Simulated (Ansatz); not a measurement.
CH7FN2Si, SMILES N[SiH](N)CF, a single point in a Gaussian basis

Computed with Ansatz's Python interface.

Typed at the interpreter:
```pycon
>>> import ansatz as az
>>> geometry_ang = [
...     ("N", (0.9154, -0.0338, -1.285)),
...     ("Si", (0.4244, 0.2223, 0.3143)),
...     ("N", (-0.2417, 1.7461, 0.0197)),
...     ("C", (-0.7382, -1.0444, 0.9752)),
...     ("F", (-1.6609, -1.3557, 0.0167)),
...     ("H", (0.1192, -0.3859, -1.8138)),
...     ("H", (1.6051, -0.781, -1.3106)),
...     ("H", (1.64, 0.401, 1.1248)),
...     ("H", (-1.0201, 1.6368, -0.6247)),
...     ("H", (0.4591, 2.2585, -0.5122)),
...     ("H", (-1.2808, -0.6927, 1.857)),
...     ("H", (-0.2214, -1.9713, 1.2387)),
... ]
>>> system = az.Crystal.molecule()
>>> for symbol, xyz in geometry_ang:
...     system = system.atom(symbol, xyz)
...
>>> model = (
...     system.calculation()
...     .basis(gaussian="def2-TZVP")
...     .functional("b3lyp")
... )
>>> trace = []
>>> done = model.session().plan().execute(on_event=trace.append)
>>> data = done.report
>>> data["positions_ang"]
[[0.9154, -0.0338, -1.285], [0.4244, 0.2223, 0.3143], [-0.2417, 1.7461, 0.0197], [-0.7382, -1.0444, 0.9752], [-1.6609, -1.3557, 0.0167], [0.1192, -0.3859, -1.8138], [1.6051, -0.781, -1.3106], [1.64, 0.401, 1.1248], [-1.0201, 1.6368, -0.6247], [0.4591, 2.2585, -0.5122], [-1.2808, -0.6927, 1.857], [-0.2214, -1.9713, 1.2387]]
>>> data["n_occupied"], data["n_virtual"]
([25, 25], [178, 178])
>>> data["mean_field"]["state"]["spin_squared"]
-5.3290705182007514e-14
>>> for event in trace:
...     if event["event"] == "mean_field_evaluation" and event["data"]["evaluation"] <= 25:
...         print("pass {evaluation:3d}  E = {energy_ev:.6f} eV  gradient {gradient_ev:.1e}".format(**event["data"]))
...
pass   1  E = -14714.945619 eV  gradient 9.1e+01
pass   2  E = -14691.405724 eV  gradient 1.3e+02
pass   3  E = -14729.659244 eV  gradient 1.6e+01
pass   4  E = -14730.156120 eV  gradient 7.6e+00
pass   5  E = -14730.276242 eV  gradient 1.4e+00
pass   6  E = -14730.279247 eV  gradient 5.1e-01
pass   7  E = -14730.279555 eV  gradient 1.8e-01
pass   8  E = -14730.285171 eV  gradient 1.9e-01
pass   9  E = -14730.285228 eV  gradient 3.0e-02
pass  10  E = -14730.310048 eV  gradient 3.8e-01
pass  11  E = -14730.310217 eV  gradient 4.3e-02
pass  12  E = -14730.310220 eV  gradient 1.5e-02
pass  13  E = -14730.310220 eV  gradient 3.5e-03
pass  14  E = -14730.310220 eV  gradient 1.5e-03
pass  15  E = -14730.310220 eV  gradient 5.0e-04
pass  16  E = -14730.310220 eV  gradient 5.0e-04
pass  17  E = -14730.310220 eV  gradient 7.1e-05
pass  18  E = -14730.310220 eV  gradient 7.1e-05
>>> print(f"E = {data['free_energy_ev']:.6f} eV = {data['free_energy_ev'] / 27.211386246:.7f} Ha")
E = -14730.310478 eV = -541.3289255 Ha
>>> print("converged:", data["converged"], " doubts:", data["published_state_doubts"] or "none")
converged: True  doubts: none
>>> field = data["mean_field"]
>>> print("<S^2> =", round(abs(field["state"]["spin_squared"]), 4), " all-electron relativity setting:", field["relativity"])
<S^2> = 0.0  all-electron relativity setting: none
>>> print("passes:", field["passes"])
passes: {'evaluations': 16, 'products': 12}
>>> if "symmetry" in field:
...     print("occupied orbitals by irrep:", field["symmetry"]["occupied"])
...
occupied orbitals by irrep: [{'A': 25}, {'A': 25}]
```

Notes:
- Total energies depend on the basis set; only differences at equal settings carry meaning.
- The geometry is a force-field or estimated start, not a minimum of this method, and the basis set is short of its limit.
- b3lyp holds the VWN-RPA fit, as in Gaussian; the form of ORCA and Turbomole is b3lyp5.
- Early passes use coarser integrals and grids, so their energies can't be compared with the last.
- The whole script took 13 s on 1 thread of Arm Neoverse N1, on a shared host, peak memory 0.41 GiB.
